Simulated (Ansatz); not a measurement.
Working through a single point from an input typed as a dict of Hg, space group I4/mmm

Program: Ansatz 0.2.0, Python API.

At the Python prompt:
```pycon
>>> import json
>>> import ansatz as az
>>> import numpy as np
>>> deck = {
...     "crystal": {
...         "lattice": [
...             [-1.876736, 1.876736, 1.916845],
...             [1.876736, -1.876736, 1.916845],
...             [1.876736, 1.876736, -1.916845],
...         ],
...         "atoms": [{"symbol": "Hg", "position": [0.5, 0.5, 0.0]}],
...     },
...     "kpoints": {"mp_grid": {"grid": [9, 9, 9]}},
...     "hamiltonian": {"xc": "pbesol"},
...     "scf": {"occupations": {"method": "tetrahedron"}},
...     "output": {"stress": True, "eigenvalues": True},
...     "basis": {"xc_grid": 1},
... }
>>> out = az.Session.from_dict(deck).plan(threads=1).execute()
DeckWarning: output.forces, output.stress, relax.cell or npt_langevin: where a Kohn–Sham band that disperses or a degenerate level is filled in part under the method tetrahedron, the forces or the [...]
DeckWarning: basis.ecutwfc = 420 eV, auto-derived from the records' recommended cutoffs: set by Hg (normal level)
>>> rep = out.report
>>> out.unlabelled_reasons
['no_forces', 'tetrahedron_method']
>>> energy = rep["free_energy_ev"]
>>> print("Hg: {:.6f} eV = {:.6f} Ry = {:.6f} Ha".format(energy, energy / 13.605693, energy / 27.211386))
Hg: -13667.975776 eV = -1004.577700 Ry = -502.288850 Ha
>>> print("Fermi level {:.4f} eV, {} k-points, {} symmetry operations".format(rep["fermi_energy_ev"], rep["n_kpoints"], rep["n_symmetry_ops"]))
Fermi level 12.2486 eV, 75 k-points, 16 symmetry operations
>>> edges = rep.get("band_edges_ev")
>>> if edges:
...     print(f"band edges on the mesh: {edges[0]:.3f} and {edges[1]:.3f} eV, gap {edges[1] - edges[0]:.3f} eV")
... else:
...     print("no band edges reported (a metal, or a gap too narrow for this smearing); Fermi level", round(rep["fermi_energy_ev"], 3), "eV")
...
no band edges reported (a metal, or a gap too narrow for this smearing); Fermi level 12.249 eV
>>> sigma = rep["stress_gpa"]
>>> voigt = [sigma[0][0], sigma[1][1], sigma[2][2], sigma[1][2], sigma[0][2], sigma[0][1]]
>>> print("stress xx yy zz yz xz xy (GPa, compression positive):", " ".join(f"{s:.3f}" for s in voigt))
stress xx yy zz yz xz xy (GPa, compression positive): -2.125 -2.125 -2.101 0.000 0.000 0.000
>>> print("P =", round(10 * float(np.mean(voigt[:3])), 2), "kbar")
P = -21.17 kbar
>>> print("band  energy (eV)  occupation (first spin channel), at k =", rep["kpoints_frac"][0])
band  energy (eV)  occupation (first spin channel), at k = [0.0, 0.0, 0.0]
>>> for band, (e, occ) in enumerate(zip(rep["eigenvalues_ev"][0], rep["occupations"][0]), start=1):
...     print(f"{band:4d} {e:12.4f} {occ:9.4f}")
...
   1    -102.3262    2.0000
   2     -50.7040    2.0000
   3     -50.7040    2.0000
   4     -50.7040    2.0000
   5       4.1000    2.0000
   6       5.4748    2.0000
   7       5.4748    2.0000
   8       5.5210    2.0000
   9       6.1591    2.0000
  10       6.2077    2.0000
  11      26.0732    0.0000
  12      26.2572    0.0000
  13      26.2572    0.0000
  14      26.4741    0.0000
>>> keep = ["free_energy_ev", "energy_sigma0_ev", "fermi_energy_ev", "n_iterations", "converged", "magnetization_mub", "n_kpoints"]
>>> with open("hg.json", "w") as handle:
...     json.dump({key: rep[key] for key in keep}, handle, indent=1)
...
```

File `hg.json` afterwards:
```json
{
 "free_energy_ev": -13667.975775760744,
 "energy_sigma0_ev": -13667.975775760744,
 "fermi_energy_ev": 12.24856008711956,
 "n_iterations": 5,
 "converged": true,
 "magnetization_mub": 0.0,
 "n_kpoints": 75
}
```

What to keep in mind:
- These settings explore the input space; cutoff and mesh may be short of convergence.
- The mesh is modest for a metal, so energies can be off by several to tens of meV an atom and pressures by half a GPa or more; differences at equal mesh fare better.
- The zero of the levels is a convention of the potentials, so an absolute Fermi energy is no work function.
- This isn't the structure that Hg takes at ambient conditions.
- Gaps and levels are Kohn-Sham values on a finite set of k-points, without spin-orbit coupling.
- Warnings are shown shortened and without file and line.
- The whole script took 1.9 s on 1 thread of Arm Neoverse V1 (shared host), peak memory 0.34 GiB.
